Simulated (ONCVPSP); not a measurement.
**An ONCV potential for F, from input to tests**

Do these settings give a usable potential? It is generated, then checked for transferability, scattering, ghosts and hardness.

Program: ONCVPSP 4.0.1. Reference atom: PBEsol, non-relativistic, spherical and spin-unpolarised. All values are calculated.

### 1 The atom and the settings

Typed settings, in words:

- element: fluorine (F, Z = 9)
- type: optimised norm-conserving Vanderbilt (ONCV)
- frozen core: [He]
- valence charge: 7
- reference configuration: 2s2 2p3.5 (charge +1.5)
- partial waves: 2s: rc 0.55 bohr, ncon 5, nbas 10, qcut 11.9 1/bohr, 2 projectors, debl 3 Ha; 2p: rc 0.95 bohr, ncon 3, nbas 7, qcut 13.1 1/bohr, 2 projectors, debl 0.7 Ha; d scattering state at 0.23 Ha: rc 0.85 bohr, ncon 4, nbas 9, qcut 9.8 1/bohr, 1 projector
- local potential: polynomial inside 0.50 bohr (lpopt 5, dvloc0 4 Ha)
- core correction: polynomial model core, fcfact 0.6

### 2 The generation run

File F.dat:

```
# ATOM AND REFERENCE CONFIGURATION
# atsym  z   nc   nv     iexc    psfile
  F 9.00    1    2  -116133      upf
#
#   n    l    f
    1    0    2.00
    2    0    2.00
    2    1    3.50
#
# PSEUDOPOTENTIAL AND OPTIMIZATION
# lmax
    2
#
#   l,   rc,      ep,       ncon, nbas, qcut
    0    0.55    0.00    5   10   11.90
    1    0.95    0.00    3    7   13.10
    2    0.85    0.23    4    9    9.80
#
# LOCAL POTENTIAL
# lloc, lpopt,  rc(5),   dvloc0
    4    5    0.50    4.00
#
# VANDERBILT-KLEINMAN-BYLANDER PROJECTORs
# l, nproj, debl
    0    2    3.00
    1    2    0.70
    2    1    2.70
#
# MODEL CORE CHARGE
# icmod, fcfact, rcfact
    1    0.60    0.00
#
# LOG DERIVATIVE ANALYSIS
# epsh1, epsh2, depsh
   -4.00    5.00    0.02
#
# OUTPUT GRID
# rlmax, drl
    6.00    0.01
#
# TEST CONFIGURATIONS
# ncnf
    4
# nvcnf
#   n    l    f
    2
    2    0    2.00
    2    1    5.00
#
    2
    2    0    2.00
    2    1    4.00
#
    2
    2    0    2.00
    2    1    3.00
#
    2
    2    0    2.00
    2    1    4.50
#
```

Command:

```
$ oncvpspnr.x < F.dat > F.out
```

**Question.** What will these runs give? Wanted: cutoffs for 1 and 0.1 mHa per electron, occupied waves; bound ghosts; GHOST(+) flags; largest test error; largest phase difference near zero energy, channels read; rms error of d²Exc/dn², without and with the model core; projector energies reset by the program.

**Answer**, as computed:

| quantity | value |
| --- | --- |
| cutoffs for 1 and 0.1 mHa per electron, occupied waves | 761 Ha and 978 Ha |
| bound ghosts | s at -532.73 eV |
| GHOST(+) flags | none at low energy |
| largest test error (AE − PS) | +16 meV, for 2s2 2p5 |
| largest phase difference near zero energy, channels read | 0.000 rad |
| rms error of d²Exc/dn², without and with the model core | 2.86 and 1.75 mHa |
| projector energies reset by the program | p: -1.402, 0.250 Ha |

What this shows: A bound ghost (s) makes it unfit for use: electrons can fall into a state that the atom doesn't have. The worst unpolarised test, 2s2 2p5, is off by 16 meV on 35.9 eV; by total energies transferability rates as good. Atomic tests can pass in spite of a ghost, since they solve only for the levels asked. By its cutoff, 761 Ha for the looser tolerance, it is very hard. At the looser tolerance the 2s wave is the slowest; 2p needs 62 Ha. Near zero energy the phases of the channels with partial waves agree within 0.001 rad.
